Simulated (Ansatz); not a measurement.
# Ta3N under changes of volume

One of the cells (14.978 Å³/atom); the others are scaled copies at fixed shape and fractional positions:

```
Ta N
1.0
     3.03222    0.00000    0.00000
    -1.51611    2.62598    0.00000
     0.00000    0.00000    7.52414
Ta N
3 1
Direct
  0.66667 0.33333 0.82607
  0.33333 0.66667 0.17393
  0.00000 0.00000 0.50000
  0.00000 0.00000 0.00000
```

The cell comes from a database or a generator and needn't be the stable form of this composition.

| Quantity | Value |
| --- | --- |
| Program | Ansatz 0.2.0 |
| Functional | PBE |
| Potentials or basis | Ansatz PAW |
| Cutoff | 420 eV (not typed: the program's choice for these potentials) |
| k mesh | 10 × 10 × 4 |
| Occupations | fermi-dirac, width 0.05 eV |
| Spin | no spin polarisation |

```tsv
volume (Å³/atom)	energy over the lowest point (meV/atom)	pressure (GPa)	largest force (eV/Å)
14.079	41.63	16.5	0.288
14.379	16.86	10.1	0.133
14.678	3.36	4.4	0.007
14.978	0.00	-0.7	0.133
15.277	?	?	?
15.577	19.96	-9.6	0.349
15.877	41.57	-13.4	0.442
```

What does the run at 15.277 Å³/atom give?

Energy over the lowest point 5.84 meV/atom; pressure -5.4 GPa; largest force 0.246 eV/Å.

Worked out: A Birch-Murnaghan fit of order 3 (a polynomial in V^(-2/3)) to the other rows has its minimum at 14.93 Å³/atom with B0 = V·E''(V) = 248 GPa and B' = 4.1 at fixed shape and positions, which overstates the stiffness. It gives 5.82 meV/atom at 15.277 Å³/atom, against the run's 5.84, and -dE/dV = -5.4 GPa, against -5.4.

Energies are extrapolated to zero smearing.
